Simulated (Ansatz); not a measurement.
# Eu: the cost of one run

Computed with Ansatz 0.2.0 (DFT LDA, with the methods named in each step, unless a step's input says otherwise).

## Step 1: The starting structure

Symmetry: Cmcm, No. 63, orthorhombic system. Conventional cell: a = 3.994 Å, b = 6.959 Å, c = 6.341 Å, α = 90.00°, β = 90.00°, γ = 90.00°. Eu (site symmetry m2m) is surrounded by 12 Eu at 3.90 to 4.01 Å.

Structure file:

```cif
data_structure
_symmetry_space_group_name_H-M 'P 1'
_symmetry_Int_Tables_number 1
_cell_length_a 3.9941
_cell_length_b 6.3407
_cell_length_c 6.9594
_cell_angle_alpha 90.000
_cell_angle_beta 90.000
_cell_angle_gamma 90.000
_cell_volume 176.25
loop_
_atom_site_label
_atom_site_type_symbol
_atom_site_fract_x
_atom_site_fract_y
_atom_site_fract_z
_atom_site_occupancy
Eu1 Eu 0.50000 0.75000 0.33687 1
Eu2 Eu 0.00000 0.75000 0.83687 1
Eu3 Eu 0.50000 0.25000 0.66313 1
Eu4 Eu 0.00000 0.25000 0.16313 1
```

In patterns such as +-, the signs follow the magnetic atoms in the order of the input.

Atoms are numbered in the order of the input: Eu1, Eu2, Eu3, Eu4.

## Step 2: Parallel moments, PAW

The input, input.yaml:

```yaml
crystal:
  lattice:
    - [3.99413302, 0.0, 0.0]
    - [0.0, 0.0, 6.34072505]
    - [0.0, -6.95941876, 0.0]
  atoms:
    - { symbol: Eu, position: [0.5, 0.75, 0.33686714], spin: 7.0 }
    - { symbol: Eu, position: [0.0, 0.75, 0.83686714], spin: 7.0 }
    - { symbol: Eu, position: [0.5, 0.25, 0.66313286], spin: 7.0 }
    - { symbol: Eu, position: [0.0, 0.25, 0.16313286], spin: 7.0 }
magnetization:
  spin_polarized: true
kpoints:
  mp_grid: { grid: [8, 5, 5] }
scf:
  occupations: { method: fermi_dirac, width: 0.08 }
hamiltonian:
  xc: lda
  pseudopotentials: { kind: paw }
output:
  forces: true
  stress: true
  eigenvalues: true
  populations: true
```

The run is started by

```bash
$ ansatz run input.yaml --threads 2 --pin off --max-ram 6144MiB --backend cpu --events-out ev --progress --plain --runs-dir out
```

What time and memory should one allow on 2 threads of Arm Neoverse V2, shared host?

About 47 s, with a peak of 0.88 GiB.
